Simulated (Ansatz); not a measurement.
**GaH8NSi2: basis-set convergence**

The task here is to estimate one member of a computed series from the others.

Method: one geometry, several basis sets; program: Ansatz 0.2.0, Gaussian basis.

The runs, in order: PBE0-D4/def2-SVP; ωB97M-V/def2-SVP; PBE0-D4/def2-QZVPP; ωB97M-V/def2-QZVPP; the functionals' def2-TZVPP values are taken from earlier runs.

## The geometry

The geometry comes from an earlier relaxation with PBE0-D4 in a triple-zeta def2 set; it is a stationary point, not always the lowest conformer.

SMILES `[SiH3][N]([SiH3])[GaH2]`, 12 atoms, charge 0, spin multiplicity 1.

Atoms are counted from 1 here; the program's logs count them from 0.

Bond lengths: Si1–N2 1.735 Å, Si1–H5 1.485 Å, Si1–H6 1.490 Å, Si1–H7 1.489 Å, N2–Si3 1.735 Å, N2–Ga4 1.854 Å, Si3–H8 1.485 Å, Si3–H9 1.490 Å, Si3–H10 1.489 Å, Ga4–H11 1.559 Å, Ga4–H12 1.559 Å. Angles: N2–Si1–H5 109.3°, N2–Si1–H6 110.9°, N2–Si1–H7 111.0°, H5–Si1–H6 109.1°, H5–Si1–H7 109.0°, H6–Si1–H7 107.4°, Si1–N2–Si3 119.0°, Si1–N2–Ga4 120.5°, Si3–N2–Ga4 120.5°, N2–Si3–H8 109.3°, N2–Si3–H9 110.9°, N2–Si3–H10 111.0°, H8–Si3–H9 109.1°, H8–Si3–H10 109.0°, H9–Si3–H10 107.4°, N2–Ga4–H11 116.1°, N2–Ga4–H12 116.1°, H11–Ga4–H12 127.8°.

The first run:

in.yaml

```yaml
crystal:
  periodic: [false, false, false]
  atoms:
    - {symbol: Si, position_ang: [-0.429443, 1.399105, -0.800204]}
    - {symbol: N, position_ang: [-0.056209, -0.119470, -0.048691]}
    - {symbol: Si, position_ang: [1.016146, -0.143478, 1.314989]}
    - {symbol: Ga, position_ang: [-0.791869, -1.694494, -0.694625]}
    - {symbol: H, position_ang: [-1.391378, 1.175192, -1.909702]}
    - {symbol: H, position_ang: [-1.030053, 2.343868, 0.182404]}
    - {symbol: H, position_ang: [0.798558, 2.042632, -1.344701]}
    - {symbol: H, position_ang: [1.206143, -1.545892, 1.766190]}
    - {symbol: H, position_ang: [2.340975, 0.437360, 0.959522]}
    - {symbol: H, position_ang: [0.464960, 0.659294, 2.442051]}
    - {symbol: H, position_ang: [-1.741344, -1.554607, -1.923596]}
    - {symbol: H, position_ang: [-0.386508, -2.999519, 0.056384]}
basis:
  gaussian: {orbitals: def2-SVP}
hamiltonian: {xc: pbe0, dispersion: d4}
output: {orbitals: {seedname: orbitals}}
```

The run is started by

```console
$ ansatz run in.yaml --threads 4 --pin off --events-out ev --progress --plain --max-ram 10444MiB
```

Among the steps run: PBE0-D4 in def2-SVP; ωB97M-V in def2-SVP; PBE0-D4 in def2-QZVPP; ωB97M-V in def2-QZVPP.

One table of the session follows, with a row left open; its other results are not shown here.

| functional | basis | HOMO (eV) | LUMO (eV) |
| --- | --- | --- | --- |
| PBE0-D4 | def2-SVP | -7.70 | -1.30 |
| PBE0-D4 | def2-TZVPP | -7.76 | -1.38 |
| PBE0-D4 | def2-QZVPP | -7.77 | -1.43 |
| ωB97M-V | def2-SVP | -9.89 | 0.41 |
| ωB97M-V | def2-TZVPP | ? | ? |
| ωB97M-V | def2-QZVPP | -10.01 | 0.07 |

Q: Estimate the row for ωB97M-V, def2-TZVPP from the others.

The run gave: HOMO (eV): -10.01; LUMO (eV): 0.28.
